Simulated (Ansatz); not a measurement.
Task: a convergence test of the k-point mesh of AlPt, space group Pm-3m, with Ansatz's Python interface. Give the script and its output. Level of theory (first run): r2SCAN, PAW, cutoff 450 eV, 3×3×3 k-points, Fermi-Dirac smearing of 0.1 eV. The script varies mesh: (3, 3, 3), (5, 5, 5), (6, 6, 6), (7, 7, 7), (9, 9, 9).

```yaml
crystal:
  lattice:
    - [3.09155, 0.00000, 0.00000]
    - [0.00000, 3.09155, 0.00000]
    - [0.00000, 0.00000, 3.09155]
  atoms:
    - { symbol: Al, position: [0.00000, 0.00000, 0.00000] }
    - { symbol: Pt, position: [0.50000, 0.50000, 0.50000] }
```

`alpt.py`
```python
# -*- coding: utf-8 -*-
"""k-point test for AlPt."""

import ansatz
import pandas as pd
from pymatgen.core import Lattice, Structure
from pymatgen.io.ase import AseAtomsAdaptor

pmg_structure = Structure(
    Lattice([[3.091546, 0.0, 0.0], [0.0, 3.091546, 0.0], [0.0, 0.0, 3.091546]]),
    ["Al", "Pt"],
    [
        [0.0, 0.0, 0.0],
        [0.5, 0.5, 0.5],
    ],
)
xtal = ansatz.Crystal.from_ase(AseAtomsAdaptor.get_atoms(pmg_structure))

base = (
    xtal.calculation()
    .scf(max_iterations=200)
    .functional(ansatz.Functional.R2SCAN)
    .basis(450)
    .pseudopotentials("paw")
    .occupations("Fermi-Dirac")
    .eigensolver("davidson", mixed_precision=False)
)

rows = []
for value in [(3, 3, 3), (5, 5, 5), (6, 6, 6), (7, 7, 7), (9, 9, 9)]:
    report = base.kpoints(*value).run(threads=1, pin="off").report
    rows.append((value, report["free_energy_ev"] / len(report["lattice"]["sites"]), report["n_iterations"], report["n_kpoints"]))

table = pd.DataFrame(rows, columns=["mesh", "F/atom (eV)", "iterations", "k-points"])
print(table.round(5).to_string(index=False))

# differences from the last row
for row in rows[:-1]:
    shift = 1000 * (row[1] - rows[-1][1])
    print(f"{row[0]}: {shift:+.2f} meV/atom" + ("  (within 1 meV)" if abs(shift) < 1 else ""))
```

```console
$ python alpt.py
DeckWarning: basis.ecutwfc = 450 eV is below the records' recommended 500 eV, and the density's cutoff is lower with it unless basis.ecutrho_ratio is high enough to keep the records' density cutoff: compare with a run at a higher cutoff
     mesh  F/atom (eV)  iterations  k-points
(3, 3, 3)  -6539.60838           6         4
(5, 5, 5)  -6539.57650           6        10
(6, 6, 6)  -6539.57438           6        20
(7, 7, 7)  -6539.59135           6        20
(9, 9, 9)  -6539.58252           6        35
(3, 3, 3): -25.85 meV/atom
(5, 5, 5): +6.02 meV/atom
(6, 6, 6): +8.14 meV/atom
(7, 7, 7): -8.83 meV/atom
```
(Warnings from the package without file and line.)

Notes:
- The cutoff lies under the one recommended for these potentials.
- No spin polarisation was allowed.
- Spin-orbit coupling, which matters for elements this heavy, is left out.
- This cell is a computed structure, which may not be the phase found in nature.
- Shifts are counted from the finest mesh, which is itself no proven limit.
- Hardware and time: 8.9 s on 1 thread of Intel(R) Xeon(R) Platinum 8259CL CPU @ 2.50GHz (Skylake/Cascade Lake) (shared host), peak memory 0.49 GiB.
